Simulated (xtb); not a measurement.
# HfH4S2O2 (SMILES [OH][Hf]([OH])([SH])[SH]): GFN1-xTB

Wanted: an optimisation with harmonic vibrations of HfH4S2O2. 

The calculation is run with xtb 6.7.1.

4 further runs of the same task are left out: 4 set aside as unsound or not needed.

## Step 1: Starting point

The species is HfH4S2O2 (9 atoms), meant as a singlet with charge 0. As SMILES, `[OH][Hf]([OH])([SH])[SH]`. The shape comes from GFN2-xTB, which is rough for such elements, and wasn't checked as a minimum. This is one conformer, not always the lowest. The run starts from this shape.

Bond lengths: O1–Hf2 1.862 Å, Hf2–O3 1.862 Å, Hf2–S4 2.483 Å, Hf2–S5 2.483 Å, O1–H6 0.964 Å, O3–H7 0.963 Å, S4–H8 1.329 Å, S5–H9 1.328 Å. Angles: O1–Hf2–O3 170.0°, O1–Hf2–S4 90.7°, O1–Hf2–S5 89.9°, O3–Hf2–S4 89.9°, O3–Hf2–S5 90.7°, S4–Hf2–S5 172.9°, Hf2–O1–H6 122.8°, Hf2–O3–H7 122.8°, Hf2–S4–H8 92.0°, Hf2–S5–H9 92.1°.

## Step 2: An optimisation with harmonic vibrations at GFN1-xTB

Input file struc.xyz:

```xyz
9

O     -1.54153     0.80328    -0.66219
Hf    -0.00902    -0.00550     0.01988
O      1.65772    -0.73542     0.41735
S     -0.78344    -2.22258    -0.78744
S      0.63694     2.13714     1.09605
H     -2.22306     0.31393    -1.13599
H      2.35079    -0.23923     0.86625
H      0.37580    -2.79324    -0.47795
H     -0.46418     2.74163     0.66404
```

Started as:

```
$ xtb struc.xyz --gfn 1 --ohess vtight --parallel 1 | tee xtb.out
```

Q: Predict the results. Wanted: total energy at the end; dipole moment; HOMO energy; LUMO energy; HOMO–LUMO gap; dispersion energy; lowest harmonic wavenumber; highest harmonic wavenumber; zero-point energy.

Answer, from the run:

Level: GFN1-xTB.

```
                   quantity         value
    total energy at the end  -20.24073 Eh
              dipole moment        4.35 D
                HOMO energy     -10.50 eV
                LUMO energy      -7.60 eV
              HOMO–LUMO gap       2.90 eV
          dispersion energy  -8.99 kJ/mol
 lowest harmonic wavenumber       52 cm⁻¹
highest harmonic wavenumber     3708 cm⁻¹
          zero-point energy  103.7 kJ/mol
```

At the final geometry: Bond lengths: O1–Hf2 1.868 Å, Hf2–O3 1.868 Å, Hf2–S4 2.397 Å, Hf2–S5 2.397 Å, O1–H6 0.957 Å, O3–H7 0.957 Å, S4–H8 1.327 Å, S5–H9 1.327 Å. Angles: O1–Hf2–O3 124.3°, O1–Hf2–S4 107.9°, O1–Hf2–S5 102.6°, O3–Hf2–S4 102.6°, O3–Hf2–S5 107.9°, S4–Hf2–S5 111.6°, Hf2–O1–H6 168.0°, Hf2–O3–H7 167.9°, Hf2–S4–H8 99.1°, Hf2–S5–H9 99.1°. All 21 modes are real, so the shape is a minimum at this level.
